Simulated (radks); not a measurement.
**Ti²⁺ in [Ar] 3d2: an all-electron calculation**

One table from this session's results is given with a row withheld; the runs are named, their logs left out.

The numbers are computed with radks (a radial shooting solver on a logarithmic mesh, Libxc functionals) version 1 (scalar-relativistic Kohn-Sham, LDA (Slater exchange, VWN5 correlation), spin-polarised, spherical densities, finite nucleus; open shells are filled with parallel spins first), except any that are marked as measured or tabulated.

### The atom as given

| Item | Value |
| --- | --- |
| element | titanium (Z = 22) |
| charge | +2 |
| electrons | 20 |
| configuration | [Ar] 3d2 |
| nuclear rms radius | 3.5921 fm |

Outer shells as boxes (Hund's rule):

Ti²⁺
```
[Ar] core
3d [↑ ][↑ ][  ][  ][  ]
```

The first run:

Input:

```text
Z 22
configuration [Ar] 3d2
relativity scalar-relativistic
functional lda,vwn5
spin polarised
nucleus finite rms 3.5921 fm
c 137.035999084
```

Run with:

```console
$ python run_ks.py task.json out
```

All runs below come from this command, one after another.

One of the session's tables, all rows but one given; the rest of the session is left out.

It belongs to the step «Radial structure». Sizes of the orbitals, from the radial functions (bohr):

| level | <r> | outermost maximum (interpolated) | 90 % within | nodes |
| --- | --- | --- | --- | --- |
| 1s down | 0.06973 | 0.0456 | 0.125 | 0 |
| 1s up | 0.06973 | 0.0456 | 0.125 | 0 |
| 2s up | 0.3260 | 0.270 | 0.507 | 1 |
| 2s down | 0.3257 | 0.269 | 0.506 | 1 |
| 2p up | 0.2905 | 0.219 | 0.478 | 0 |
| 2p down | 0.2902 | 0.219 | 0.477 | 0 |
| 3s up | 1.008 | 0.870 | 1.51 | 2 |
| 3s down | 1.009 | 0.870 | 1.51 | 2 |
| 3p up | 1.084 | 0.901 | 1.67 | 1 |
| 3p down | 1.086 | 0.901 | 1.68 | 1 |
| 3d up | 1.415 | 0.966 | 2.40 | 0 |
| 3d down | ? | ? | ? | ? |

**Question.** Estimate the row for 3d down.

**Answer.** <r>: 1.444; outermost maximum (interpolated): 0.971; 90 % within: 2.47; nodes: 0. In the column «<r>» it is the highest.

To keep in mind: Open shells are spherical and high-spin; term and fine-structure splittings are not resolved.
